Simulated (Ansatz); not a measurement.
# HHfO: the cost of one run

Program: Ansatz 0.2.0, Gaussian basis. Level of theory: def2-QZVPP, core rule «outside noble gas», up to 5 orbitals frozen. These are calculated values, not measurements.

The runs, in order: UHF; ROHF; CCSD(T) on UHF.

## Step 1: The geometry

The geometry is a PBE0/def2-TZVP stationary point (not a proven minimum) of the parent state, kept for this charge and spin. No spin-orbit coupling is included. Elements past krypton take def2 core potentials.

3 atoms, charge 1, spin multiplicity 5.

Atoms are counted from 1 here; the program's logs count them from 0.

Bond lengths: Hf1–O2 1.843 Å, Hf1–H3 1.954 Å. Angles: O2–Hf1–H3 153.5°.

Coordinates:

```xyz
3
HHfO
Hf    0.0000   -0.0131    0.1413
O     0.0000    0.0983   -1.6980
H     0.0000    0.7515    1.9394
```

## Step 2: UHF

The input, in.yaml:

```yaml
crystal:
  periodic: [false, false, false]
  atoms:
    - {symbol: Hf, position_ang: [0.000000, -0.013056, 0.141257]}
    - {symbol: O, position_ang: [0.000000, 0.098311, -1.698045]}
    - {symbol: H, position_ang: [0.000000, 0.751458, 1.939409]}
basis:
  gaussian: {orbitals: "def2-QZVPP.json"}
total_charge: 1
magnetization: {spin_polarized: true, initial_magnetization: 4}
hamiltonian: {xc: hf}
output: {orbitals: {seedname: orbitals}}
```

Started as:

```
> ansatz run in.yaml --threads 1 --pin off --events-out ev --progress --plain --max-ram 4096MiB --backend cpu
```

Q: Estimate wall time and peak memory on 1 thread of AMD EPYC 7R13, shared host.

About 34 s, with a peak of 0.39 GiB.
